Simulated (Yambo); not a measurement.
A run of Yambo 5.3.0 is set up as follows.

bse2.in

```
optics
bse
bss
rim_cut
em1s
RandQpts= 1000000
RandGvec= 50 RL
Chimod= "HARTREE"
% BndsRnXs
 1 | 40 |
%
NGsBlkXs= 5 Ry
% LongDrXs
 1 | 0 | 0 |
%
BSKmod= "SEX"
BSEmod= "retarded"
BSSmod= "d"
% BSEQptR
 1 | 1 |
%
% BSEBands
 14 | 17 |
%
BSENGexx= 20 Ry
BSENGBlk= 5 Ry
% BEnRange
 0 | 20 | eV
%
% BDmRange
 0.1 | 0.1 | eV
%
BEnSteps= 200
% BLongDir
 1 | 0 | 0 |
%
BSEprop= "abs"
WRbsWF
% KfnQP_E
 0.05 | 1.0 | 1.0 |
%
```

scf.in

```
&CONTROL
  calculation = 'scf'
  prefix = 'pwscf'
  outdir = './tmp'
  pseudo_dir = './pseudo'
/
&SYSTEM
  ibrav = 0
  nat = 2
  ntyp = 2
  ecutwfc = 80
  nbnd = 22
  occupations = 'smearing'
  smearing = 'fd'
  degauss = 0.00367493
  force_symmorphic = .true.
/
&ELECTRONS
  conv_thr = 4d-10
  electron_maxstep = 120
  mixing_beta = 0.5
/
ATOMIC_SPECIES
Te   127.6000 Te.upf
Sn   118.7100 Sn.upf
CELL_PARAMETERS angstrom
   0.0000000000    3.0644815031    3.0644815031
   3.0644815031    0.0000000000    3.0644815031
   3.0644815031    3.0644815031    0.0000000000
ATOMIC_POSITIONS crystal
Te     0.5000000000    0.5000000000    0.5000000000
Sn     0.0000000000    0.0000000000    0.0000000000
K_POINTS automatic
8 8 8 0 0 0
```

The input nscf.in:

```
&CONTROL
  calculation = 'nscf'
  prefix = 'pwscf'
  outdir = './tmp'
  pseudo_dir = './pseudo'
/
&SYSTEM
  ibrav = 0
  nat = 2
  ntyp = 2
  ecutwfc = 80
  nbnd = 75
  occupations = 'fixed'
  force_symmorphic = .true.
/
&ELECTRONS
  conv_thr = 1d-08
  diago_full_acc = .true.
  diago_thr_init = 1d-06
/
ATOMIC_SPECIES
Te   127.6000 Te.upf
Sn   118.7100 Sn.upf
CELL_PARAMETERS angstrom
   0.0000000000    3.0644815031    3.0644815031
   3.0644815031    0.0000000000    3.0644815031
   3.0644815031    3.0644815031    0.0000000000
ATOMIC_POSITIONS crystal
Te     0.5000000000    0.5000000000    0.5000000000
Sn     0.0000000000    0.0000000000    0.0000000000
K_POINTS automatic
4 4 4 0 0 0
```

Potentials or basis: PseudoDojo 0.4.1 SR PBEsol standard.

Command:

```sh
$ OMP_NUM_THREADS=1 pw.x -in scf.in > scf.out
$ OMP_NUM_THREADS=1 pw.x -in nscf.in > nscf.out
$ cd tmp/pwscf.save; p2y; mv SAVE ../..; cd ../..
$ OMP_NUM_THREADS=1 yambo
$ mkdir -p bse2; ln -s $PWD/g0w00/ndb.RIM bse2/
$ OMP_NUM_THREADS=1 yambo -F bse2.in -J bse2 -C bse2_out
$ OMP_NUM_THREADS=1 ypp -J bse2 -C bse2_out -e s -b 1
```

(1) Estimate the exciton binding energy.

(2) What does it give for the lowest exciton energy?

(3) Estimate the band gap on the k mesh, mean-field level.

(4) Predict the lowest bright exciton energy.

Answers

(1) 0.04 eV.

(2) 0.33 eV.

(3) 0.32 eV, direct.

(4) 1.63 eV.

Caveat: the k mesh is coarse (spacing up to 0.44 Å⁻¹), so the values aren't converged; the scissor is the correction of the direct gap in an earlier G0W0 run on the same states; exciton energies and binding change strongly with the k mesh and aren't converged on this one; spectra need much finer meshes, so this one isn't converged; spin-orbit coupling is left out, which moves the levels of the heavy elements.
